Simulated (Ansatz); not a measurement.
Crystal: BiTe.

```
CELL_PARAMETERS angstrom
0.00000 3.23500 3.23500
3.23500 0.00000 3.23500
3.23500 3.23500 0.00000
ATOMIC_POSITIONS crystal
Bi 0.00000 0.00000 0.00000
Te 0.50000 0.50000 0.50000
```

Below is the output of Ansatz 0.2.0 for this cell. Logs are shortened: lines on timing, memory, paths and dates and some standing lists are left out, and cuts for length are marked.

```text
Warning: RAYON_NUM_THREADS=2 ignored (pool sized by the plan → 2); use --threads N
Engine: ansatz 0.2.0, aarch64-unknown-linux-gnu
Pseudopotentials: kind: paw
Pseudopotential: Bi, paw, valence charge 15, recommended cutoff 420 eV (normal), Bi.paw.azcp
Pseudopotential: Te, paw, valence charge 16, recommended cutoff 420 eV (normal), Te.paw.azcp
Functional definition: PBE
  parameter kappa = 0.804
  parameter beta = 0.06672455060314922
  exchange = pbe_x(kappa = kappa, mu = beta*pi^2/3)
  correlation = pbe_c(beta = beta)
Crystal: 2 atoms, lattice volume = 67.710 Å³
Basis set: ecut = 420 eV, 1363 PW (Γ), exchange–correlation on 64×64×64 points (8 copies of the dense FFT grid, shifted against one another)
Bands: 20, of which v1, the nominal top of the filled ones, is band 16 counted from 1 (15 counted from 0)
Symmetry: 48 space group operations
Space group: Fm-3m (ITA 225), of the structure as read, at distance tolerance 4.1e-5 Å
k-points: 20 of 343
Non-local potential: Bi, projectors of the file, l = 0: 2, l = 1: 2, l = 2: 2, l = 3: 2
Non-local potential: Te, projectors of the file, l = 0: 2, l = 1: 2, l = 2: 2, l = 3: 2
PAW form: soft (Blöchl's): semilocal exchange-correlation on the pseudo side does not see the compensation charge
PAW one-centre angular grid: Bi, 590 points (default); XC on 64 Gauss nodes
PAW one-centre angular grid: Te, 590 points (default); XC on 64 Gauss nodes
Initial density: superposition of atomic densities (neutral atoms: chi_scale 0, normalization atom), corrected by the library's trained network
Initial wavefunctions: pseudopotential atomic-orbital guess
Functional: x = pbe(κ = 0.804, μ = 0.2195149727645171), c = pbe(β = 0.06672455060314922)
SCF iter   1: F=—  HF=-19376.635922 eV  |F-HF|=—  |Δ(HF+E_count)|=         —  Δρ=8.89e-4  dr2=8.85e-4  ethr=1.77e-3  ⟨swp⟩=6.4  Hψ=2069  notcnv=0
preconditioner: auto → LDOS  [metal: Δε(μ)=0.027 eV  Ē_g=9.452 eV  σ=0.050 eV  W_gap=0.13  n_scr=14 (ndim 8)  ℏωp=15.0 eV  f_vac=0.012  D(μ)=2.86/eV (n_scr^D=26)  β→1.0]
SCF iter   2: F=—  HF=-19376.634341 eV  |F-HF|=—  |Δ(HF+E_count)|=   1.58e-3  Δρ=6.74e-4  dr2=2.67e-4  ethr=2.86e-6  ⟨swp⟩=2.9  Hψ=989  notcnv=0
[... 42 lines left out ...]
SCF converged after 6 iterations
Free energy (F): -19376.637882 eV
Harris-Foulkes:  -19376.637882 eV  (|F-HF|=3.64e-12)
Internal energy: -19376.617055 eV  (E = F + TS)
E sigma→0 (E₀):  -19376.627469 eV
Entropy (-TS):   -0.020827 eV (-10.414 meV/atom)
Fermi energy:    9.566548 eV
--- Per-component energies (eV) ---
  E_band       = -371.705941
  E_kinetic    = 481.319078
  E_local      = -2792.017725  (includes V_loc(G=0)·N_el)
  E_nonlocal   = 249.890365
  E_hartree    = 1301.264701
  E_xc         = -275.300831
  E_vxc        = -247.897427  (∫ρ·V_xc dr)
  E_paw        = -15325.023892  (= ΣΔE_a)
  E_vpaw       = -665.529072  (= ΣTr[D̂ρ^β])
  E_aug_tail   = -0.000577  (compensation charges beyond the density's cutoff)
  E_ewald      = -3016.748174
  E_smearing   = -0.020827  (= −TS)
  E_closure    = 0.000000  (closes the sum)
  Σ components = -19376.637882   (vs F -19376.637882, Δ=0.00e0)
--- Forces (eV/Å), atoms counted from 1 ---
  atom   1  Bi    -0.00000000     0.00000000    -0.00000000
  atom   2  Te     0.00000000    -0.00000000     0.00000000
  max |Σ_I F_I| component: 1.60e-29 eV/Å
--- Stress (GPa, compression-positive) ---
       -0.014414      -0.000000       0.000000
       -0.000000      -0.014414       0.000000
       -0.000000       0.000000      -0.014414
  P = ⅓ Tr σ = -0.0144 GPa (-0.144 kbar)
--- Band table (eV; the first three rows and the last of 20) ---
  k-point 0: bands = ["-27.6909", "-27.6909", "-27.6904", "-27.6904", "-27.6904", "-13.6165", "-13.6165", "-13.6149", "-13.6149", "-13.6149", "-3.8520", "1.3473", "7.0411", "7.0411", "7.0411", "11.6479", "11.6479", "11.6479", "14.2534", "14.2534"]
  k-point 1: bands = ["-27.6909", "-27.6909", "-27.6903", "-27.6903", "-27.6903", "-13.6173", "-13.6173", "-13.6145", "-13.6138", "-13.6138", "-3.6746", "0.9305", "7.1009", "7.1009", "7.2021", "10.8918", "11.0142", "11.0142", "14.1066", "14.6125"]
  k-point 2: bands = ["-27.6908", "-27.6908", "-27.6902", "-27.6901", "-27.6901", "-13.6194", "-13.6194", "-13.6139", "-13.6111", "-13.6111", "-3.1534", "-0.0627", "7.2956", "7.2956", "7.5218", "9.7269", "9.9180", "9.9180", "14.6243", "15.6298"]
  k-point 19: bands = ["-27.6910", "-27.6906", "-27.6902", "-27.6900", "-27.6897", "-13.6253", "-13.6168", "-13.6128", "-13.6104", "-13.6060", "-1.6708", "-1.2938", "4.5726", "5.1406", "7.5975", "9.6401", "12.7017", "13.5287", "14.2116", "15.3241"]
--- Relaxed structure (3 steps of the walk, 3 accepted, 1 SCFs on fresh bases) ---
  F+E_penalty+E_count = -19376.63788219 eV   max|allowed force component| = 9.861e-30 eV/Å   (the final SCF, on the basis selected at the relaxed cell)
  cell:  # Å, volume = 69.0252 Å³
    - [-5.086847459660079e-35, 3.255811625114195, 3.255811625114195]
    - [3.255811625114195, -1.5294640671922291e-34, 3.255811625114195]
    - [3.255811625114195, 3.255811625114195, 1.2228892878949417e-33]
  atoms:
    - { symbol: Bi, position: [-6.821622033791998e-36, 5.2712533897435995e-36, 7.751843220226057e-36] }
    - { symbol: Te, position: [0.5, 0.5, 0.5] }
```

Write the input and the command behind it.

Relaxation of cell and atoms with PBE, no spin polarisation. The files as run (others can give the same):

input.yaml
```yaml
crystal:
  lattice:
    - [0.0, 3.235, 3.235]
    - [3.235, 0.0, 3.235]
    - [3.235, 3.235, 0.0]
  atoms:
    - { symbol: Bi, position: [0.0, 0.0, 0.0] }
    - { symbol: Te, position: [0.5, 0.5, 0.5] }
hamiltonian:
  xc: pbe
  pseudopotentials: { kind: paw }
kpoints:
  mp_grid: { grid: [7, 7, 7] }
scf:
  occupations: { method: fermi_dirac, width: 0.05 }
output:
  forces: true
  stress: true
  eigenvalues: true
  write_density: true
  write_potential: true
  elf: true
  volumetric_format: npy
relax:
  f_tol: 0.01
  max_steps: 40
  cell: { stress_tol: 0.05 }
```

Potentials or basis: Ansatz PAW.
The run is started by
```bash
$ ansatz run input.yaml --threads 2 --pin off --max-ram 5632MiB --backend cpu --events-out ev --progress --plain --runs-dir out
```

Caveat: the plane-wave basis is chosen anew once the cell has moved, so the energies of steps on either side of that aren't comparable; spin-orbit coupling is left out, which moves the levels of the heavy elements.
